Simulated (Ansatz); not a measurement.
The system is BaWO4.

```
W Ba O
1.0
     4.06150   -6.36598    0.00000
     4.06150    6.36598    0.00000
    -4.00805    0.00000    4.06437
W Ba O
2 2 8
Direct
  0.62104 0.37896 0.75000
  0.37896 0.62104 0.25000
  0.12630 0.87370 0.75000
  0.87370 0.12630 0.25000
  0.31722 0.23105 0.38367
  0.76895 0.68278 0.11633
  0.68278 0.76895 0.61633
  0.23105 0.31722 0.88367
  0.16453 0.56758 0.34195
  0.43242 0.83547 0.15805
  0.83547 0.43242 0.65805
  0.56758 0.16453 0.84195
```

The cell is a database's computed one.

| Property | Result |
| --- | --- |
| Program | Ansatz 0.2.0 |
| Task | relaxation of cell and atoms |
| Functional | PBEsol |
| Potentials or basis | Ansatz PAW |
| Cutoff | 420 eV (not typed: the program's choice for these potentials) |
| k mesh | 5 × 5 × 7 |
| Occupations | fermi-dirac, width 0.05 eV |
| Spin | no spin polarisation |

At the start: volume 17.51 Å³/atom.

**Question.** Where does the relaxation end?

**Answer.** It ends after 9 steps and the volume is 16.44 Å³/atom (-6.1 %); space group I4_1/a (No. 88, to 0.05 Å).

Step by step:
```tsv
step	energy change (eV)	largest force (eV/Å)	volume (Å³)
1	0.0000	1.3216	210.17
2	-0.1705	0.4001	183.97
3	-0.3783	0.1226	199.73
4	-0.3884	0.0612	198.10
5	-0.3903	0.0291	197.83
6	-0.3899	0.0027	198.03
7	-0.3627	0.0027	198.03
8	-0.3657	0.0013	197.28
9	-0.3634	0.0013	197.28
```

Final structure:
```
W Ba O
1.0
     3.96373   -6.27691   -0.02572
     3.96373    6.27691   -0.02572
    -3.93731    0.00000    3.99021
W Ba O
2 2 8
Cartesian
  1.0107 -1.5690 2.9669
  2.9794 1.5690 0.9718
  1.0107 4.7077 2.9669
  2.9794 -4.7077 0.9718
  0.5935 -0.5711 1.5441
  5.3653 -0.5711 0.3995
  3.3966 0.5711 2.3946
  -1.3751 0.5711 3.5392
  1.5569 2.5673 1.3890
  4.4019 2.5673 0.5547
  2.4333 -2.5673 2.5498
  -0.4118 -2.5673 3.3841
```

Caveat: the plane-wave basis is chosen anew once the cell has moved, so the energies of steps on either side of that aren't comparable; the pressure holds a Pulay correction of +0.5 GPa for the finite cutoff; the PAW data sets come from PBE, with cores solved anew for the run's functional, which leaves a small shift of forces and pressure.
